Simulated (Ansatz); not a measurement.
## BFH5PSi, SMILES BP[SiH2]F: a rigid scan of one bond length, step by step

Program: the Ansatz DFT code, driven from Python.

Run as a notebook:

In [1]:
```python
import ansatz
import matplotlib.pyplot as plt
import numpy as np
```

In [2]:
```python
GEOMETRY = """
B     1.67670    0.08800   -0.21080
P     0.32770   -1.29100   -0.20120
Si   -1.35650    0.13740   -0.15060
F    -1.13110    1.24190    1.10420
H     1.85270    0.73460   -1.18340
H     2.30500    0.30760    0.76480
H     0.36480   -1.47620    1.23920
H    -2.61070   -0.59770    0.06970
H    -1.42850    0.85550   -1.43180
"""

bfh5psi = ansatz.Crystal.molecule()
for line in GEOMETRY.strip().splitlines():
    symbol, *xyz = line.split()
    bfh5psi = bfh5psi.atom(symbol, [float(v) for v in xyz])
```

In [3]:
```python
symbols = [site.symbol for site in bfh5psi.cartesian_sites]
start = np.array([site.position_ang for site in bfh5psi.cartesian_sites])
axis = (start[4] - start[0]) / np.linalg.norm(start[4] - start[0])
moving = [4]
lengths, energies = [1.0, 1.09, 1.18, 1.3, 1.48, 1.77, 2.13, 2.6], []
for length in lengths:
    xyz = start.copy()
    xyz[moving] += (length - np.linalg.norm(start[4] - start[0])) * axis
    point = ansatz.Crystal.molecule()
    for symbol, place in zip(symbols, xyz):
        point = point.atom(symbol, place.tolist())
    calculation = (
        point.calculation()
        .basis(gaussian="6-31G*")
        .functional("hf")
        .accuracy("medium")
    )
    data = calculation.run(threads=1).report
    energies.append(data["free_energy_ev"])
    print(f"r = {length:6.3f} A  E = {energies[-1]:.5f} eV  <S^2> = {abs(data['mean_field']['state']['spin_squared']):.3f}")
```
```text
r =  1.000 A  E = -20590.44280 eV  <S^2> = 0.000
r =  1.090 A  E = -20590.93687 eV  <S^2> = 0.000
r =  1.180 A  E = -20591.08392 eV  <S^2> = 0.000
r =  1.300 A  E = -20590.94647 eV  <S^2> = 0.000
r =  1.480 A  E = -20590.36514 eV  <S^2> = 0.000
r =  1.770 A  E = -20589.11918 eV  <S^2> = 0.000
r =  2.130 A  E = -20587.59721 eV  <S^2> = 0.000
r =  2.600 A  E = -20585.92106 eV  <S^2> = 0.000
```

In [4]:
```python
print("energy above the lowest point (eV):", [round(e - min(energies), 3) for e in energies])
plt.figure(figsize=(4.5, 3))
plt.plot(lengths, np.array(energies) - min(energies), "o-")
plt.xlabel("bond length (A)")
plt.ylabel("E - E(min) (eV)")
plt.tight_layout()
plt.savefig("scan.png", dpi=100)
```
```text
energy above the lowest point (eV): [0.641, 0.147, 0.0, 0.137, 0.719, 1.965, 3.487, 5.163]
```

These settings explore the input space; basis and method may be short of convergence. The rest of the molecule is held rigid at a force-field or estimated start geometry, and the basis set is modest; single-reference methods fail as a bond breaks. Hartree-Fock leaves correlation out, so bond, atomisation and ionisation energies come out well too low. The orbitals are restricted, so S² is zero by construction. Toward dissociation an unrestricted state can lie under the restricted one, by tenths of an eV for polar bonds under a functional and by 1 to 2 eV or more for others. Wall time of the script: 8.1 s on 1 thread of Arm Neoverse V1, on a shared host, peak memory 0.23 GiB.
